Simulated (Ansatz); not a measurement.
# H4OSSb+ (SMILES [SH2+][O][SbH2]): single points off equilibrium

How do the functionals fare away from a minimum? The structure is a structure displaced at random from a GFN2-xTB minimum.

Program: Ansatz 0.2.0, Gaussian basis. Level of theory: single points in def2-TZVPP. These are calculated values, not measurements.

Cores are frozen in the correlated methods. Filled d shells of the heavier atoms are correlated. Core potentials replace the inner electrons past krypton, and spin-orbit coupling is left out.

### 1 The system as given

SMILES `[SH2+][O][SbH2]`, 7 atoms, charge 1, spin multiplicity 1.

Atoms are counted from 1 here; the program's logs count them from 0.

Bond lengths: S1–O2 1.521 Å, S1–H4 1.359 Å, S1–H5 1.384 Å, O2–Sb3 2.209 Å, Sb3–H6 1.706 Å, Sb3–H7 1.712 Å. Angles: O2–S1–H4 101.4°, O2–S1–H5 101.3°, H4–S1–H5 92.0°, S1–O2–Sb3 134.0°, O2–Sb3–H6 81.0°, O2–Sb3–H7 87.6°, H6–Sb3–H7 88.2°.

As a file:

```xyz
7
H4OSSb
S    -0.9050    0.2615   -1.2922
O    -0.2485    0.2564    0.0798
Sb    1.8448    0.3486    0.7788
H    -1.8192   -0.7343   -1.1553
H    -1.8719    1.2382   -1.1278
H     1.0872   -0.0350    2.2580
H     1.9495   -1.3300    0.4576
```

### 2 CCSD(T)/def2-TZVPP

The input, run/in.yaml:

```yaml
crystal:
  periodic: [false, false, false]
  atoms:
    - {symbol: S, position_ang: [-0.905000, 0.261500, -1.292200]}
    - {symbol: O, position_ang: [-0.248500, 0.256400, 0.079800]}
    - {symbol: Sb, position_ang: [1.844800, 0.348600, 0.778800]}
    - {symbol: H, position_ang: [-1.819200, -0.734300, -1.155300]}
    - {symbol: H, position_ang: [-1.871900, 1.238200, -1.127800]}
    - {symbol: H, position_ang: [1.087200, -0.035000, 2.258000]}
    - {symbol: H, position_ang: [1.949500, -1.330000, 0.457600]}
basis:
  gaussian: {orbitals: def2-TZVPP}
total_charge: 1
correlation: {method: ccsd_t}
output: {forces: true}
```

No record of the launch command was kept for these runs.

### 3 PBE0-D4/def2-TZVPP

Changes to run/in.yaml since step 2:

```diff
@@ -13,3 +13,3 @@
 total_charge: 1
-correlation: {method: ccsd_t}
-output: {forces: true}
+hamiltonian: {xc: pbe0, dispersion: d4}
+output: {forces: true, orbitals: {seedname: orbitals}}
```

### 4 wB97M-V/def2-TZVPP

Changes to run/in.yaml since step 3:

```diff
@@ -13,3 +13,3 @@
 total_charge: 1
-hamiltonian: {xc: pbe0, dispersion: d4}
-output: {forces: true, orbitals: {seedname: orbitals}}
+hamiltonian: {xc: {name: wB97M-V}}
+output: {forces: true}
```

### 5 r2SCAN-D4/def2-TZVPP

Changes to run/in.yaml since step 4:

```diff
@@ -13,3 +13,3 @@
 total_charge: 1
-hamiltonian: {xc: {name: wB97M-V}}
+hamiltonian: {xc: r2scan, dispersion: d4}
 output: {forces: true}
```

### 6 PBE-D4/def2-TZVPP

Changes to run/in.yaml since step 5:

```diff
@@ -13,3 +13,3 @@
 total_charge: 1
-hamiltonian: {xc: r2scan, dispersion: d4}
+hamiltonian: {xc: pbe, dispersion: d4}
 output: {forces: true}
```

### 7 r2SCANh-D4/def2-TZVPP

Changes to run/in.yaml since step 6:

```diff
@@ -13,3 +13,3 @@
 total_charge: 1
-hamiltonian: {xc: pbe, dispersion: d4}
+hamiltonian: {xc: {name: r2SCANh}, dispersion: d4}
 output: {forces: true}
```

### 8 r2SCAN0-D4/def2-TZVPP

Changes to run/in.yaml since step 7:

```diff
@@ -13,3 +13,3 @@
 total_charge: 1
-hamiltonian: {xc: {name: r2SCANh}, dispersion: d4}
+hamiltonian: {xc: {name: r2SCAN0}, dispersion: d4}
 output: {forces: true}
```

(Steps that only read results are left out.)

Q: Predict the outcome of this session. Wanted: energy less free atoms, CCSD(T)/def2-TZVPP; RMS force component; RMS force error; HOMO and LUMO, PBE0-D4; T1 diagnostic.

The runs gave:

| quantity | value |
| --- | --- |
| energy less free atoms, CCSD(T)/def2-TZVPP | -9.544 eV |
| RMS force component | 0.396 to 0.531 eV/Å over the methods |
| RMS force error | PBE0-D4 0.172, wB97M-V 0.102, r2SCAN-D4 0.152, PBE-D4 0.335, r2SCANh-D4 0.132, r2SCAN0-D4 0.199 eV/Å |
| HOMO and LUMO, PBE0-D4 | -12.75 and -7.44 eV |
| T1 diagnostic | 0.015 |

**Reading.** Against CCSD(T) the functionals' energies less atoms differ by -1.166 to -0.023 eV, PBE-D4 by -1.166 eV. CCSD(T) in triple zeta still lacks some correlation energy of the bonds, so part of these gaps is its own basis error and they don't rank the functionals. For forces wB97M-V does best and PBE-D4 worst. Frozen-core CCSD(T) forces in triple zeta carry basis errors of their own, and this is one geometry, so small gaps rank nothing.
